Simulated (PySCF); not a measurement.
**Ag⁺: excitation energies in aug-cc-pwCVDZ-PP with ECP28**

Aim: the excitation energy of silver from differences of total energies, at each level of theory, and how far each lands from the tabulated value where there is one.

The numbers are computed with PySCF 2.14.0 (unrestricted determinants in a Gaussian basis, no spin-orbit coupling in the energies), except any that are marked as measured or tabulated.

## 1. Starting point

| Item | Value |
| --- | --- |
| Element | silver (Z = 47) |
| Basis | aug-cc-pwCVDZ-PP with ECP28MDF (6s6p5d3f, 70 functions) |
| Hamiltonian | a scalar-relativistic core potential |
| State 1 | Ag⁺: [Kr] 4d9 5s1, high-spin 3D determinant (an excited configuration) |
| State 2 | Ag⁺: [Kr] 4d9 5p1, one real determinant (an excited configuration) |
| Needed too, but not shown | Ag⁺ [Kr] 4d10 (1S) |
| Methods | CCSD(T) |
| Core shells frozen in the correlated runs | valence: 4s2 4p6 (for Ag⁺) |

The outer shells:

Ag+ [Kr] 4d9 5s1
```
[Kr] core
4d [↑↓][↑↓][↑↓][↑↓][↑ ]
5s [↑ ]
```

Ag+ [Kr] 4d9 5p1
```
[Kr] core
4d [↑↓][↑↓][↑↓][↑↓][↑ ]
5p [↑ ][  ][  ]
```

The runs were made by one driver on top of PySCF. The scripts below sum up each run's settings (the driver also hands on starting orbitals that pick excited configurations, and frozen orbitals as a list rather than a count), and the logs come from the driver's own runs. The driver starts from symmetry-adapted Hartree-Fock orbitals, holds the occupation by maximum overlap and uses a logarithmic radial grid for functionals, so a plain start would take other cycles.

The integrals over 70 functions and the set-up took 0.29 s of CPU time.

## 2. Ag⁺ [Kr] 4d9 5s1: CCSD(T) (valence)

**CCSD(T) (valence)**

Contents of input.py:

```python
from pyscf import gto, scf, dft, mp, cc
import basis_set_exchange as bse
txt = bse.get_basis("aug-cc-pwCVDZ-PP", elements=["Ag"], fmt="nwchem", header=False)
cut = txt.index("\nECP")
mol = gto.M(atom="Ag 0 0 0", charge=1, spin=2, symmetry="D2h",
            basis=gto.basis.parse(txt[:cut]),
            ecp={"Ag": gto.basis.parse_ecp(txt[cut:])})
mf = scf.UHF(mol)
mf.irrep_nelec = {'Ag': (4, 2), 'B1g': (1, 1), 'B2g': (1, 1), 'B3g': (1, 1), 'B1u': (1, 1), 'B2u': (1, 1), 'B3u': (1, 1)}
mf.kernel()
mycc = cc.CCSD(mf, frozen=4).run()
mycc.ccsd_t()
```

## 3. Ag⁺ [Kr] 4d9 5p1, at CCSD(T) (valence)

**CCSD(T) (valence)**

Changes to input.py since step 2:

```diff
@@ -8,3 +8,3 @@
 mf = scf.UHF(mol)
-mf.irrep_nelec = {'Ag': (4, 2), 'B1g': (1, 1), 'B2g': (1, 1), 'B3g': (1, 1), 'B1u': (1, 1), 'B2u': (1, 1), 'B3u': (1, 1)}
+mf.irrep_nelec = {'Ag': (3, 2), 'B1g': (1, 1), 'B2g': (1, 1), 'B3g': (1, 1), 'B1u': (2, 1), 'B2u': (1, 1), 'B3u': (1, 1)}
 mf.kernel()
```

What does the calculation give?

**Answer**, as computed:

| quantity | value |
| --- | --- |
| excitation energy, Ag⁺ → [Kr] 4d9 5s1 | UHF 4.361, CCSD(T) (valence) 5.083 eV; reference 5.035 |
| excitation energy, Ag⁺ → [Kr] 4d9 5p1 | UHF 9.171, CCSD(T) (valence) 10.281 eV |

Each level's miss (mean over 1 difference):

```
           method  mean absolute miss against the measured value (with the measured fine structure taken into account where it is known) (eV)
              UHF                                                                                                                       0.674
    MP2 (valence)                                                                                                                       0.260
SCS-MP2 (valence)                                                                                                                       0.255
   CCSD (valence)                                                                                                                       0.000
CCSD(T) (valence)                                                                                                                       0.048
```

**Reading.** CCSD (valence) lands nearest to the measured value (off by 0.00 eV); UHF misses by most (0.67 eV). The basis is finite, and no extrapolation was made.
